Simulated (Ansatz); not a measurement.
I need vertical and adiabatic energies of changing the electron count of BrFGe, SMILES [F][Ge][Br]. Use Ansatz's Python interface. Settings (for the species named): r2SCAN, def2-SVP basis, multiplicity 1.

```csv
atom,x (Å),y (Å),z (Å)
F,-0.8212,1.2630,-0.3207
Ge,-0.5905,-0.4277,-0.3666
Br,1.4007,-0.9001,0.6741
```

The script, `adiabatic_brfge.py`:
```python
# -*- coding: utf-8 -*-
import logging
import sys

import ansatz as az
import numpy as np

logging.basicConfig(stream=sys.stdout, format="[%(levelname)s] %(message)s")
log = logging.getLogger("ansatz_job")
log.setLevel(logging.INFO)


def main():
    geometry_ang = [
        ("F", (-0.8212, 1.263, -0.3207)),
        ("Ge", (-0.5905, -0.4277, -0.3666)),
        ("Br", (1.4007, -0.9001, 0.6741)),
    ]
    system = az.Crystal.molecule()
    for symbol, xyz in geometry_ang:
        system = system.atom(symbol, xyz)

    setup = (
        system.calculation()
        .basis(gaussian="def2-SVP")
        .functional("r2scan")
    )
    symbols = [site.symbol for site in system.cartesian_sites]
    start = np.array([site.position_ang for site in system.cartesian_sites], dtype=float)
    r = setup.relax(force_tolerance=0.01).run(threads=1, pin="off").report
    end = np.array(r["positions_ang"])

    minimum = az.Crystal.molecule()
    for symbol, place in zip(symbols, end):
        minimum = minimum.atom(symbol, place.tolist())
    ion = (
        minimum.calculation()
        .basis(gaussian="def2-SVP")
        .functional("r2scan")
        .charge(1)
        .spin("collinear", total=1)
    )
    vertical = ion.run(threads=1, pin="off").report
    settled = ion.relax(force_tolerance=0.01, max_steps=80).run(threads=1, pin="off").report
    log.info(f"vertical ionisation energy   {vertical['free_energy_ev'] - r['free_energy_ev']:.3f} eV")
    log.info(f"adiabatic, no zero point     {settled['free_energy_ev'] - r['free_energy_ev']:.3f} eV")
    log.info(f"relaxation energy of the ion {vertical['free_energy_ev'] - settled['free_energy_ev']:.3f} eV")
    ionised = np.array(settled["positions_ang"])
    log.info("final positions (A) and the move of each atom")
    for symbol, xyz, old in zip(symbols, ionised, end):
        log.info(f"{symbol:2s} {xyz[0]:10.5f} {xyz[1]:10.5f} {xyz[2]:10.5f}   {np.linalg.norm(xyz - old):7.4f}")


if __name__ == "__main__":
    main()
```

```console
$ python adiabatic_brfge.py
[INFO] vertical ionisation energy   10.421 eV
[INFO] adiabatic, no zero point     10.199 eV
[INFO] relaxation energy of the ion 0.222 eV
[INFO] final positions (A) and the move of each atom
[INFO] F    -0.91041    1.28130   -0.36762    0.1863
[INFO] Ge   -0.51125   -0.37187   -0.31758    0.2084
[INFO] Br    1.41066   -0.97423    0.67200    0.1383
```

The energies are electronic: no zero-point or thermal terms, and the basis set is short of its limit. The product may relax into another structure. Each relaxation finds its nearest minimum, which needn't be the lowest. The whole script took 2.6 min on 1 thread of Arm Neoverse V2, on a shared host, peak memory 0.27 GiB.
